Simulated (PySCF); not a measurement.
# C5H8OS: the cost of one run

Programs: PySCF 2.14.0, with routines of our own; each step states its level. All values are computed. Atoms count from 0.

## (1) The system as given

15 atoms, charge 0, multiplicity 1; geometry from: GFN2-xTB.

## (2) Magnetic properties: GIAO PBE0/pcSseg-1

The job: settings as JSON, then the geometry in Å.

```
{"job": {"kind": "mag", "xc": "PBE0", "basis": "pcSseg-1", "isotopologues": 2}, "charge": 0, "multiplicity": 1}
C      1.571998    -0.164948    -0.462276
C      0.406564    -0.541466     0.458678
C     -0.720505    -1.090541    -0.365080
C     -1.730740    -0.276729    -0.598325
S     -1.518776     1.381385     0.118707
O     -0.901556     2.186243    -0.940842
C     -0.153577     0.685704     1.171143
H      1.894286    -1.025626    -1.043930
H      1.259140     0.621357    -1.145260
H      2.415631     0.193408     0.123118
H      0.747633    -1.287417     1.185336
H     -0.642247    -2.091014    -0.764393
H     -2.594987    -0.470809    -1.205918
H     -0.624244     0.423450     2.117292
H      0.586967     1.464992     1.329840
```

Method: GIAO PBE0/pcSseg-1 magnetisability, rotational g tensor and spin-rotation constants, non-relativistic, gas phase.

The run is started by

```
OMP_NUM_THREADS=1 python excited_run.py task.json out
```

This one command runs all jobs of the session in turn.

Q: Estimate the wall time and peak memory of this first job on 1 thread of Arm Neoverse N1, shared host.

About 43 s, with a peak of 0.79 GiB.
